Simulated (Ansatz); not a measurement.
# H₈N₂OSi₂: a ladder of functionals and wavefunction methods

An exercise on one series of results from a longer session: the logs are not shown, and one member is left open.

The runs use Ansatz 0.2.0, Gaussian basis; functionals in def2-TZVPP, the program's frozen cores in correlated methods.

Plan: PBE-D4, r2SCAN-D4, PBE0-D4, B3LYP-D4, ωB97X-V, ωB97M-V, B2PLYP; CCSD(T)/def2-TZVPP; MP2/def2-QZVPP; extrapolation to the limit.

### The relaxed structure

All runs share one geometry, relaxed beforehand with PBE0-D4 in a triple-zeta def2 set.

SMILES `N[SiH2][SiH](N)O`, 13 atoms, charge 0, spin multiplicity 1.

Atoms are counted from 1 here; the program's logs count them from 0.

Bond lengths: N1–Si2 1.721 Å, N1–H6 1.008 Å, N1–H7 1.007 Å, Si2–Si3 2.337 Å, Si2–H8 1.501 Å, Si2–H9 1.490 Å, Si3–N4 1.710 Å, Si3–O5 1.663 Å, Si3–H10 1.491 Å, N4–H11 1.006 Å, N4–H12 1.006 Å, O5–H13 0.959 Å. Angles: Si2–N1–H6 117.5°, Si2–N1–H7 121.8°, H6–N1–H7 111.6°, N1–Si2–Si3 106.5°, N1–Si2–H8 115.4°, N1–Si2–H9 109.6°, Si3–Si2–H8 108.2°, Si3–Si2–H9 112.0°, H8–Si2–H9 105.3°, Si2–Si3–N4 109.7°, Si2–Si3–O5 101.7°, Si2–Si3–H10 116.4°, N4–Si3–O5 116.9°, N4–Si3–H10 104.0°, O5–Si3–H10 108.6°, Si3–N4–H11 122.9°, Si3–N4–H12 122.7°, H11–N4–H12 112.3° and more.

Set-up of the first run:

The input, in.yaml:

```yaml
crystal:
  periodic: [false, false, false]
  atoms:
    - {symbol: N, position_ang: [-1.755603, -1.170758, 1.139091]}
    - {symbol: Si, position_ang: [-0.147317, -1.302144, 0.539778]}
    - {symbol: Si, position_ang: [0.521181, 0.859973, -0.044215]}
    - {symbol: N, position_ang: [1.745558, 0.782562, -1.234820]}
    - {symbol: O, position_ang: [-0.923488, 1.548894, -0.493934]}
    - {symbol: H, position_ang: [-2.348147, -0.465640, 0.729630]}
    - {symbol: H, position_ang: [-2.283287, -1.979455, 1.423922]}
    - {symbol: H, position_ang: [0.021923, -2.185772, -0.662248]}
    - {symbol: H, position_ang: [0.730181, -1.893484, 1.588751]}
    - {symbol: H, position_ang: [1.124201, 1.684216, 1.041926]}
    - {symbol: H, position_ang: [2.439445, 1.500985, -1.351892]}
    - {symbol: H, position_ang: [1.691665, 0.169907, -2.031007]}
    - {symbol: H, position_ang: [-0.930911, 2.489517, -0.679782]}
basis:
  gaussian: {orbitals: def2-TZVPP}
hamiltonian: {xc: pbe, dispersion: d4}
output: {forces: true, orbitals: {seedname: orbitals}}
```

Run with:

```console
$ ansatz run in.yaml --threads 4 --pin off --events-out ev --progress --plain --max-ram 10444MiB
```

Among the steps run: PBE-D4 (GGA); r2SCAN-D4 (meta-GGA); PBE0-D4 (hybrid); B3LYP-D4 (hybrid); ωB97X-V (range-separated); ωB97M-V (range-separated); B2PLYP (double hybrid); CCSD(T) in def2-TZVPP; MP2 in def2-QZVPP.

One of the session's tables, all rows but one given; the rest of the session is left out.

It belongs to the step «Atomisation energies». 

| method | atomisation energy (kJ/mol) |
| --- | --- |
| PBE-D4 | 4483.5 |
| r2SCAN-D4 | 4425.9 |
| PBE0-D4 | ? |
| B3LYP-D4 | 4458.5 |
| ωB97X-V | 4481.0 |
| ωB97M-V | 4467.1 |
| B2PLYP | 4395.4 |
| HF/def2-TZVPP | 3106.0 |
| MP2/def2-TZVPP | 4353.5 |
| CCSD/def2-TZVPP | 4252.3 |
| CCSD(T)/def2-TZVPP | 4312.3 |
| MP2/CBS | 4505.2 |
| CCSD(T)/CBS | 4464.0 |

Estimate the missing values for PBE0-D4.

**Answer.** atomisation energy (kJ/mol): 4405.4. In the column «atomisation energy (kJ/mol)» it lies between B2PLYP (4395.4) and r2SCAN-D4 (4425.9).
